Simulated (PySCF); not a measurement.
# C4H8F2SSi: the cost of one run

The runs use PySCF 2.14.0, with density-fitted response routines of our own; the level of theory stands in each step. All values are computed, except where a source is named. Atoms are numbered from 0 throughout.

## 1. The starting structure

16 atoms, charge 0, multiplicity 1; geometry from: GFN2-xTB.

Bonds of the start (Å): C0–Si1 1.89, Si1–F2 1.62, Si1–C3 1.90, C3–C4 1.52, C4–F5 1.38, C4–C6 1.52, C6–S7 1.82, S7–Si1 2.15, C0–H8 1.09, C0–H9 1.09, C0–H10 1.09, C3–H11 1.09, C3–H12 1.09, C4–H13 1.10, C6–H14 1.09, C6–H15 1.09.

## 2. Ultraviolet spectrum: CAM-B3LYP/def2-SVPD

The job: settings as JSON, then the geometry in Å.

```
{"job": {"kind": "uv", "xc": "CAM-B3LYP", "basis": "def2-SVPD", "nstates": 8, "ntriplets": 3}, "charge": 0, "multiplicity": 1}
C      2.515505     0.652181    -0.009622
Si     0.978599    -0.377388    -0.380000
F      1.468241    -1.868181    -0.787602
C     -0.341593    -0.540758     0.972336
C     -1.684943    -0.525427     0.257255
F     -2.706846    -0.301184     1.159989
C     -1.719961     0.577001    -0.792601
S     -0.306161     0.383275    -1.928317
H      2.272854     1.668538     0.283052
H      3.148542     0.702862    -0.889963
H      3.094703     0.198732     0.788108
H     -0.233981    -1.450623     1.559246
H     -0.313119     0.300242     1.665551
H     -1.895782    -1.497005    -0.205950
H     -1.654747     1.554539    -0.313670
H     -2.628909     0.532141    -1.389222
```

With the program's defaults for keys left out, this is: TDDFT CAM-B3LYP/def2-SVPD, vertical, gas phase, core orbitals frozen in the response.

Run with:

```
> OMP_NUM_THREADS=1 python probes_run.py task.json out
```

The driver reads the jobs from task.json and runs them one after another.

**Question.** How long does this job take on 1 thread of Arm Neoverse V1, shared host, and how much memory does it need?

About 75 s, with a peak of 1.1 GiB.
